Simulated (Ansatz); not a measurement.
Debugging a geometry optimisation of BrClFH2PSi, SMILES F[Si](P)(Cl)Br (Ansatz 0.2.0, Python API).

`opt_brclfh2psi.py`
```python
"""Geometry optimisation of BrClFH2PSi."""

import itertools

import ansatz as az
from ase.data import atomic_numbers, covalent_radii
import numpy as np

geometry_ang = [
    ("F", (-1.8661, -0.407, 0.9021)),
    ("Si", (-0.766, -0.1427, -0.1989)),
    ("P", (1.1653, -0.616, 0.6892)),
    ("Cl", (-1.0129, -1.3406, -1.8148)),
    ("Br", (-0.7482, 1.9646, -0.8607)),
    ("H", (1.2682, 0.5246, 1.5526)),
    ("H", (2.0211, -0.051, -0.3152)),
]
geometry = az.Crystal.molecule()
for symbol, xyz in geometry_ang:
    geometry = geometry.atom(symbol, xyz)

base = geometry.calculation().basis(gaussian="def2-SVP").functional("B3LYP")
symbols = [site.symbol for site in geometry.cartesian_sites]
start = np.array([site.position_ang for site in geometry.cartesian_sites], dtype=float)
r = base.relax(force_tolerance=0.02, max_steps=30).run(threads=1).report()
end = np.array(r["positions_ang"])

for key in ("converged", "free_energy_ev", "reference_energy_ev", "n_frozen", "n_occupied", "n_virtual"):
    print(f"{key:22s} {r[key]}")

# pairs closer than 1.2 times the sum of covalent radii, before or after
radius = [covalent_radii[atomic_numbers[s]] for s in symbols]
span = lambda where, i, j: np.linalg.norm(where[i] - where[j])
bonded = [(i, j) for i, j in itertools.combinations(range(len(symbols)), 2) if min(span(start, i, j), span(end, i, j)) < 1.2 * (radius[i] + radius[j])]
print("pair        before    after (A)")
for i, j in bonded:
    print(f"{symbols[i]}{i}-{symbols[j]}{j}".ljust(10), f"{span(start, i, j):8.4f} {span(end, i, j):8.4f}")
for first, second in list(itertools.combinations(bonded, 2)):
    shared = set(first) & set(second)
    if shared and symbols[(j := shared.pop())] != "H":
        i, k = sorted((set(first) | set(second)) - {j})
        u, v = end[i] - end[j], end[k] - end[j]
        angle = np.degrees(np.arccos(np.clip(u @ v / np.linalg.norm(u) / np.linalg.norm(v), -1, 1)))
        print(f"final angle {symbols[i]}{i}-{symbols[j]}{j}-{symbols[k]}{k}: {angle:.2f} deg")
with open("brclfh2psi_opt.xyz", "w") as handle:
    handle.write(f"{len(symbols)}\nrelaxed BrClFH2PSi\n")
    handle.writelines(f"{s:2s} {x:11.6f} {y:11.6f} {z:11.6f}\n" for s, (x, y, z) in zip(symbols, end))
```

```console
$ python opt_brclfh2psi.py
Traceback (most recent call last):
  File "opt_brclfh2psi.py", line 25, in <module>
    r = base.relax(force_tolerance=0.02, max_steps=30).run(threads=1).report()
TypeError: 'dict' object is not callable
```

What is wrong, and how is it mended?

The fault: report is a dict, not a method. The cap on steps that the faulty run carried goes too. The change:

```diff
--- before
+++ after
@@ -24,3 +24,3 @@
 start = np.array([site.position_ang for site in geometry.cartesian_sites], dtype=float)
-r = base.relax(force_tolerance=0.02, max_steps=30).run(threads=1).report()
+r = base.relax(force_tolerance=0.02).run(threads=1).report
 end = np.array(r["positions_ang"])
```

After the fix:

Output of `python opt_brclfh2psi.py`:
```text
converged              True
free_energy_ev         -102471.2822329095
reference_energy_ev    -102471.2822329095
n_frozen               0
n_occupied             [46, 46]
n_virtual              [64, 64]
pair        before    after (A)
F0-Si1       1.5787   1.6197
Si1-P2       2.1778   2.2572
Si1-Cl3      2.0266   2.0615
Si1-Br4      2.2088   2.2271
P2-H5        1.4342   1.4294
P2-H6        1.4354   1.4284
final angle F0-Si1-P2: 108.18 deg
final angle F0-Si1-Cl3: 107.57 deg
final angle F0-Si1-Br4: 106.55 deg
final angle P2-Si1-Cl3: 109.14 deg
final angle P2-Si1-Br4: 115.88 deg
final angle Si1-P2-H5: 93.20 deg
final angle Si1-P2-H6: 92.39 deg
final angle Cl3-Si1-Br4: 109.20 deg
final angle H5-P2-H6: 93.80 deg
```

`brclfh2psi_opt.xyz`, as written:
```text
7
relaxed BrClFH2PSi
F    -1.885828   -0.361300    0.856890
Si   -0.699272   -0.109674   -0.216485
P     1.259199   -0.673452    0.753776
Cl   -1.040189   -1.354228   -1.824198
Br   -0.881710    2.008811   -0.878711
H     1.288824    0.504104    1.563558
H     2.020375   -0.082361   -0.300530
```

Total energies depend on the basis set; only differences at equal settings carry meaning. The end point is the stationary point reached from this start; no frequency run checks that it is a minimum, and the basis set is modest. b3lyp holds the VWN-RPA fit, as in Gaussian; the form of ORCA and Turbomole is b3lyp5. Run time: 40 s on 1 thread of Arm Neoverse V1, on a shared host, peak memory 0.35 GiB.
